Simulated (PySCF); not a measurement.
# One shape, several levels: InH2Cl (SMILES [H][In]([H])[Cl])

We compute a comparison of 6 runs (PBE/STO-3G, SVWN5/STO-3G, r2SCAN/STO-3G, CCSDT(Q)/STO-3G, CCSDT/STO-3G, NEVPT2(2,2)/STO-3G) of InH2Cl. The job is set up through a Python script.

Program for the calculation: PySCF 2.14.0.

3 further runs of the same task are left out: 3 set aside as unsound or not needed.

**1. The structure to begin with**

InH2Cl: 4 atoms, total charge 0, spin state singlet. As SMILES, `[H][In]([H])[Cl]`. The shape comes from GFN2-xTB, which is rough for such elements, and wasn't checked as a minimum.

Bond lengths: In1–Cl4 2.278 Å, In1–H2 1.713 Å, In1–H3 1.713 Å. Angles: H2–In1–Cl4 120.3°, H3–In1–Cl4 120.3°, H2–In1–H3 119.4°.

**2. The energy at PBE/STO-3G (run 1)**

Contents of input.py:

```python
# InH2Cl
from pyscf import gto, dft

mol = gto.M(
    atom='In 0.070210 0.117850 -0.000370; H 1.783010 0.101380 0.011370; H -0.755080 1.618480 -0.019870; Cl -1.098140 -1.837720 0.008870',
    spin=0,
    basis='sto-3g',
    charge=0,
    max_memory=1860,
    verbose=3,
)

calc0 = dft.RKS(mol)
calc0.xc = 'pbe'
calc0.conv_tol = 1e-10
calc0.grids.level = 5
calc0.kernel()
if not calc0.converged:
    calc0 = calc0.newton().run(calc0.mo_coeff, calc0.mo_occ)

e_final = calc0.e_tot
print('E(%s) = %.9f' % ('PBE', e_final))
```

Command:

```bash
$ OMP_NUM_THREADS=1 python input.py
```

Standard output:

```text
converged SCF energy = -6140.49202469079
E(PBE) = -6140.492024691
```

Wall time 3.9 s (1 thread of Intel Xeon Platinum 8488C (Sapphire Rapids), shared host); peak memory 0.27 GiB.

**3. A single-point energy at SVWN5/STO-3G (run 2)**

Contents of input.py:

```python
from pyscf import gto, dft

mol = gto.Mole()
mol.atom = '''
In     0.132678     0.222704    -0.000699
H      3.369401     0.191580     0.021486
H     -1.426894     3.058484    -0.037549
Cl    -2.075184    -3.472787     0.016762
'''
mol.charge = 0
mol.verbose = 4
mol.unit = 'bohr'
mol.basis = 'sto-3g'
mol.spin = 0
mol.max_memory = 1860
mol.build()

mf = dft.RKS(mol)
mf.xc = 'svwn'
mf.conv_tol = 1e-10
mf.grids.level = 5
mf.kernel()
if not mf.converged:
    mf = mf.newton().run(mf.mo_coeff, mf.mo_occ)

etot = mf.e_tot
print('E = %.10f Eh' % etot)
```

Command:

```bash
$ OMP_NUM_THREADS=1 python input.py
```

Standard output:

```text
PySCF version 2.14.0

[... 70 lines left out ...]
converged SCF energy = -6134.13378544568
E = -6134.1337854457 Eh
```

Wall time 2 s (1 thread of Intel Xeon Platinum 8488C (Sapphire Rapids), shared host); peak memory 0.16 GiB.

Runs 3 to 5 aren't shown in full; the table further down has their settings and results.

**4. The energy at NEVPT2(2,2)/STO-3G (run 6)**

Contents of geometry.xyz:

```xyz
4
ClH2In
In     0.070210     0.117850    -0.000370
H      1.783010     0.101380     0.011370
H     -0.755080     1.618480    -0.019870
Cl    -1.098140    -1.837720     0.008870
```

Contents of calc.py:

```python
import numpy
from pyscf import gto, scf, mp, mcscf, mrpt

mol = gto.Mole()
mol.atom = 'geometry.xyz'
mol.max_memory = 1860
mol.charge = 0
mol.verbose = 3
mol.basis = 'sto-3g'
mol.build()

mf = scf.RHF(mol)
mf.conv_tol = 1e-10
mf.kernel()
if not mf.converged:
    mf = mf.newton().run(mf.mo_coeff, mf.mo_occ)

pt = mp.MP2(scf.addons.convert_to_uhf(mf)).run()
noons, natorbs = mcscf.addons.make_natural_orbitals(pt)
print('natural occupations', numpy.round(noons[:40], 4))
cas = mcscf.CASSCF(mf, 2, 2)
cas.fix_spin_(ss=0.0)
cas.natorb = True
cas.kernel(natorbs)
e_pt2 = mrpt.NEVPT(cas).kernel()
energy = cas.e_tot + e_pt2
print(f'total energy: {energy:.8f} hartree')
```

Command:

```bash
$ OMP_NUM_THREADS=1 python calc.py
```

Standard output:

```text
converged SCF energy = -6138.69151321238
E(UMP2) = -6138.72374036749  E_corr = -0.0322271551032094
E(SCS-UMP2) = -6138.72830400407  E_corr = -0.0367907916888522
natural occupations [2.     2.     2.     2.     2.     2.     2.     2.     2.     2.
 2.     2.     2.     2.     2.     2.     2.     2.     2.     2.
 2.     2.     1.9999 1.9999 1.9999 1.9997 1.9997 1.9996 1.9994 1.9991
 1.9975 1.9934 1.9881 1.9856 0.0165 0.0101 0.0068 0.0049]
CASSCF energy = -6138.69918979213
CASCI E = -6138.69918979213  E(CI) = -1.13206249372342  S^2 = 0.0000000
Sr    (-1)',   E = -0.00000000000255
Si    (+1)',   E = -0.00000000000455
Sijrs (0)  ,   E = -0.01019271152481
Sijr  (+1) ,   E = -0.00196158734964
Srsi  (-1) ,   E = -0.00050361651413
Srs   (-2) ,   E = -0.00172195507927
Sij   (+2) ,   E = -0.00183712377297
Sir   (0)' ,   E = -0.01272420810594
Nevpt2 Energy = -0.028941202353870
total energy: -6138.72813099 hartree
```

Run time: 1.4 s. Hardware: 1 thread of Intel Xeon Platinum 8488C (Sapphire Rapids), shared host; peak memory 0.13 GiB.

**5. All runs side by side**

```csv
run,level,integration grid,frozen core orbitals,energy (Eh),dipole moment (D) of the reference,HOMO energy (eV),LUMO energy (eV),wall time
1,PBE/STO-3G,5,–,-6140.492025,2.09,-3.45,0.38,3.9 s
2,SVWN5/STO-3G,5,–,-6134.133785,2.12,-3.42,0.13,2 s
3,r2SCAN/STO-3G,5,–,-6141.482295,2.20,-3.86,0.71,4.8 s
4,CCSDT(Q)/STO-3G,–,23,-6138.737617,2.76,-8.72,5.14,4.2 s
5,CCSDT/STO-3G,–,23,-6138.737587,2.76,-8.72,5.14,1.9 s
6,"NEVPT2(2,2)/STO-3G",–,–,-6138.728131,2.76,-8.72,5.14,1.4 s
```

**6. Summary of results**

| quantity | value |
| --- | --- |
| run 6: total energy | -6138.72813 Eh |
| run 6: dipole moment (Hartree–Fock density) | 2.76 D |
| run 6: HOMO energy (Hartree–Fock orbitals) | -8.72 eV |
| run 6: LUMO energy (Hartree–Fock orbitals) | 5.14 eV |
| run 6: HOMO–LUMO gap (Hartree–Fock orbitals) | 13.87 eV |

In words: Over runs 1, 2, 3 the dipole moment (its size) runs from 2.09 D (PBE/STO-3G) to 2.20 D (r2SCAN/STO-3G). Over runs 1, 2, 3 the HOMO–LUMO gap runs from 3.55 eV (SVWN5/STO-3G) to 4.58 eV (r2SCAN/STO-3G). Totals of different functionals can't be ranked against each other. In runs 1, 2, 3, 4, 5, 6 the basis is minimal, so the values are rough. In runs 1, 2, 3, 4, 5, 6 relativity is left out where basis or elements ask for it. All runs together took 18 s, the longest 4.8 s.
